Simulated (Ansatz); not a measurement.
**Ga5As4 zinc blende off sphere (Ga₅As₄H₁₆−): structure and electronic state**

What does Ga5As4 zinc blende off sphere (Ga₅As₄H₁₆−) look like as a singlet, and where do its frontier electrons sit?

Program: Ansatz 0.2.0, Gaussian basis. Level of theory: RKS PBE0-D4/def2-TZVP. These are calculated values, not measurements.

Levels to be run: relaxation at PBE-D4/def2-SVP; a single point at PBE0-D4/def2-TZVP.

**1. The starting structure**

25 atoms, charge -1, spin multiplicity 1.

Atoms are counted from 1 here; the program's logs count them from 0.

Bond lengths: Ga1–As6 2.443 Å, Ga1–As7 2.425 Å, Ga1–H10 1.540 Å, Ga1–H11 1.536 Å, Ga2–As6 2.431 Å, Ga2–As8 2.464 Å, Ga2–H12 1.570 Å, Ga2–H13 1.514 Å, Ga3–As6 2.467 Å, Ga3–As9 2.402 Å, Ga3–H14 1.541 Å, Ga3–H15 1.527 Å, Ga4–As7 2.444 Å, Ga4–As9 2.463 Å, Ga4–H16 1.533 Å, Ga4–H17 1.548 Å, Ga5–As8 2.425 Å, Ga5–As9 2.481 Å and more. Angles: As6–Ga1–As7 109.9°, As6–Ga1–H10 109.0°, As6–Ga1–H11 110.6°, As7–Ga1–H10 110.1°, As7–Ga1–H11 109.6°, H10–Ga1–H11 107.6°, As6–Ga2–As8 109.6°, As6–Ga2–H12 109.4°, As6–Ga2–H13 109.9°, As8–Ga2–H12 107.8°, As8–Ga2–H13 110.7°, H12–Ga2–H13 109.5°, As6–Ga3–As9 109.5°, As6–Ga3–H14 108.4°, As6–Ga3–H15 108.9°, As9–Ga3–H14 109.7°, As9–Ga3–H15 110.5°, H14–Ga3–H15 109.9° and more.

Coordinates:

```
Ga    0.23210   -2.81270    0.00500
Ga    0.20740    0.01360   -2.81830
Ga   -2.60610    0.00870    0.00550
Ga    0.23130    0.00040    2.83320
Ga    0.21590    2.82260   -0.00720
As   -1.17660   -1.41190   -1.41690
As    1.62770   -1.41640    1.41260
As    1.63530    1.43190   -1.39740
As   -1.22620    1.38420    1.40990
H     1.10970   -3.71090   -0.88590
H    -0.63040   -3.73080    0.88350
H     1.14670   -0.87940   -3.70420
H    -0.66990    0.86440   -3.71160
H    -3.48560   -0.90750    0.87890
H    -3.48830    0.87490   -0.89060
H    -0.66080   -0.88860    3.70650
H     1.12490    0.90250    3.71890
H    -0.67450    3.72510   -0.89660
H     1.12920    3.69800    0.90280
H    -2.06340   -2.30880   -2.29480
H     2.51780   -2.28600    2.27530
H     2.50040   -0.53190    0.52790
H     2.52050    2.30150   -2.31480
H     2.52080    0.55330   -0.53940
H    -2.07530    2.30140    2.29390
```

The ion is computed in the gas phase, without counter-ions or solvent.

The start is a built from a lattice or polyhedron geometry.

**2. Optimising with PBE-D4/def2-SVP**

Input file in.yaml:

```yaml
crystal:
  periodic: [false, false, false]
  atoms:
    - {symbol: Ga, position_ang: [0.232100, -2.812700, 0.005000]}
    - {symbol: Ga, position_ang: [0.207400, 0.013600, -2.818300]}
    - {symbol: Ga, position_ang: [-2.606100, 0.008700, 0.005500]}
    - {symbol: Ga, position_ang: [0.231300, 0.000400, 2.833200]}
    - {symbol: Ga, position_ang: [0.215900, 2.822600, -0.007200]}
    - {symbol: As, position_ang: [-1.176600, -1.411900, -1.416900]}
    - {symbol: As, position_ang: [1.627700, -1.416400, 1.412600]}
    - {symbol: As, position_ang: [1.635300, 1.431900, -1.397400]}
    - {symbol: As, position_ang: [-1.226200, 1.384200, 1.409900]}
    - {symbol: H, position_ang: [1.109700, -3.710900, -0.885900]}
    - {symbol: H, position_ang: [-0.630400, -3.730800, 0.883500]}
    - {symbol: H, position_ang: [1.146700, -0.879400, -3.704200]}
    - {symbol: H, position_ang: [-0.669900, 0.864400, -3.711600]}
    - {symbol: H, position_ang: [-3.485600, -0.907500, 0.878900]}
    - {symbol: H, position_ang: [-3.488300, 0.874900, -0.890600]}
    - {symbol: H, position_ang: [-0.660800, -0.888600, 3.706500]}
    - {symbol: H, position_ang: [1.124900, 0.902500, 3.718900]}
    - {symbol: H, position_ang: [-0.674500, 3.725100, -0.896600]}
    - {symbol: H, position_ang: [1.129200, 3.698000, 0.902800]}
    - {symbol: H, position_ang: [-2.063400, -2.308800, -2.294800]}
    - {symbol: H, position_ang: [2.517800, -2.286000, 2.275300]}
    - {symbol: H, position_ang: [2.500400, -0.531900, 0.527900]}
    - {symbol: H, position_ang: [2.520500, 2.301500, -2.314800]}
    - {symbol: H, position_ang: [2.520800, 0.553300, -0.539400]}
    - {symbol: H, position_ang: [-2.075300, 2.301400, 2.293900]}
basis:
  gaussian: {orbitals: def2-SVP}
total_charge: -1
hamiltonian: {xc: pbe, dispersion: d4}
scf: {lower_state_search: "off"}
output: {orbitals: {seedname: orbitals}}
relax: {f_tol: 0.03, max_steps: 70}
```

Launch:

```console
ansatz run in.yaml --threads 2 --pin off --events-out ev --progress --plain --max-ram 32768MiB --backend cuda --devices 0, --max-vram 18GiB
```

Further steps of the session: Single point, PBE0-D4/def2-TZVP.

Before running them: what should the planned runs give, taken together? Wanted: point group; commonest bond, hydrogen aside; HOMO, LUMO at PBE0-D4/def2-TZVP.

**Answer**, as computed:

```
                       quantity                             value
                    point group                               C2v
 commonest bond, hydrogen aside  As–Ga, 10 of mean length 2.507 Å
HOMO, LUMO at PBE0-D4/def2-TZVP                    -4.03, 1.93 eV
```

In words: The molecule keeps its bonding pattern by the stored test; the atoms moved 0.28 Å (rms), and the angle Ga2–As8–Ga5 went from 109° to 128°. No usable vibrations, so a minimum isn't proven. The HOMO lies nearest to As6, As9 about 17 % each; H14, H15 about 10 % each and the LUMO to 4 As atoms about 11 % each; 4 H atoms about 8 % each. Whether this spin is the lowest isn't tested here.
